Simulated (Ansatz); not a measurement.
# AgRh in Ansatz: the effect of functional

The system is AgRh.

```
Ag Rh
1.0
     2.81414    0.00000    0.00000
    -1.40707    2.43712    0.00000
     0.00000    0.00000    4.87188
Ag Rh
1 1
Cartesian
  0.0000 0.0000 2.4359
  1.4071 0.8124 0.0000
```

The cell comes from a database or a generator and needn't be the stable form of this composition.

The cell isn't the ideal one: volume scaled by 1.04.

Alike in all runs:

```yaml
Program: Ansatz 0.2.0
Task: single point
Potentials_or_basis: Ansatz PAW
k_mesh: 11 × 11 × 6
Occupations: fermi-dirac, width 0.05 eV
Spin: no spin polarisation
```

| functional | cutoff | pressure (GPa) |
| --- | --- | --- |
| LDA | 420 eV (not typed: the program's choice for these potentials) | -19.8 |
| PBEsol | 420 eV (not typed: the program's choice for these potentials) | -15.1 |
| r2SCAN | 500 eV (not typed: the program's choice for these potentials) | ? |

Problem. What does the run with functional r2SCAN give?

Solution. Pressure -11.4 GPa.

Caveats: the PAW data sets come from PBE, with cores solved anew for the run's functional, which leaves a small shift of forces and pressure.
